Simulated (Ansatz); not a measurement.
# AlCl2H3OSi: basis-set convergence

Aim: see how fast density functionals converge with the basis set for AlCl2H3OSi.

Program: Ansatz 0.2.0, Gaussian basis. Level of theory: one geometry, several basis sets. These are calculated values, not measurements.

The runs, in order: PBE0-D4/def2-SVP; ωB97M-V/def2-SVP; PBE0-D4/def2-QZVPP; ωB97M-V/def2-QZVPP; the functionals' def2-TZVPP values are taken from earlier runs.

## (1) The geometry

An earlier PBE0-D4 in a triple-zeta def2 set relaxation fixed the geometry.

SMILES `[SiH3][O][Al]([Cl])[Cl]`, 8 atoms, charge 0, spin multiplicity 1.

Atoms are counted from 1 here; the program's logs count them from 0.

Bond lengths: Si1–O2 1.630 Å, Si1–H6 1.485 Å, Si1–H7 1.485 Å, Si1–H8 1.485 Å, O2–Al3 1.659 Å, Al3–Cl4 2.073 Å, Al3–Cl5 2.073 Å. Angles: O2–Si1–H6 109.8°, O2–Si1–H7 109.4°, O2–Si1–H8 109.8°, H6–Si1–H7 109.3°, H6–Si1–H8 109.2°, H7–Si1–H8 109.3°, Si1–O2–Al3 179.7°, O2–Al3–Cl4 120.3°, O2–Al3–Cl5 120.3°, Cl4–Al3–Cl5 119.4°.

## (2) PBE0-D4 in def2-SVP

The input, in.yaml:

```yaml
crystal:
  periodic: [false, false, false]
  atoms:
    - {symbol: Si, position_ang: [0.040701, -0.861646, 1.239182]}
    - {symbol: O, position_ang: [0.013407, 0.057988, -0.106107]}
    - {symbol: Al, position_ang: [-0.022839, 0.997646, -1.472439]}
    - {symbol: Cl, position_ang: [-0.792791, 0.241625, -3.242084]}
    - {symbol: Cl, position_ang: [0.702594, 2.938709, -1.426946]}
    - {symbol: H, position_ang: [-0.074054, 0.003385, 2.441156]}
    - {symbol: H, position_ang: [1.319356, -1.615322, 1.295727]}
    - {symbol: H, position_ang: [-1.094274, -1.819484, 1.215611]}
basis:
  gaussian: {orbitals: def2-SVP}
hamiltonian: {xc: pbe0, dispersion: d4}
output: {orbitals: {seedname: orbitals}}
```

After this run come: ωB97M-V in def2-SVP; PBE0-D4 in def2-QZVPP; ωB97M-V in def2-QZVPP.

Q: Predict the results of all the runs planned. Wanted: PBE0-D4: double and triple zeta above quadruple; ωB97M-V: double and triple zeta above quadruple.

The runs gave:

| quantity | value |
| --- | --- |
| PBE0-D4: double and triple zeta above quadruple | 17.81, 1.35 eV |
| ωB97M-V: double and triple zeta above quadruple | 17.67, 1.27 eV |

For PBE0-D4 the step from double to triple zeta gains 16.46 eV and the next only 1.35 eV. These are total energies; as a rule much of such shifts cancels in differences, which this series doesn't test. The LUMO of ωB97M-V is positive and keeps falling with the basis (0.86 to 0.27 eV): an unbound level that the basis holds in place.
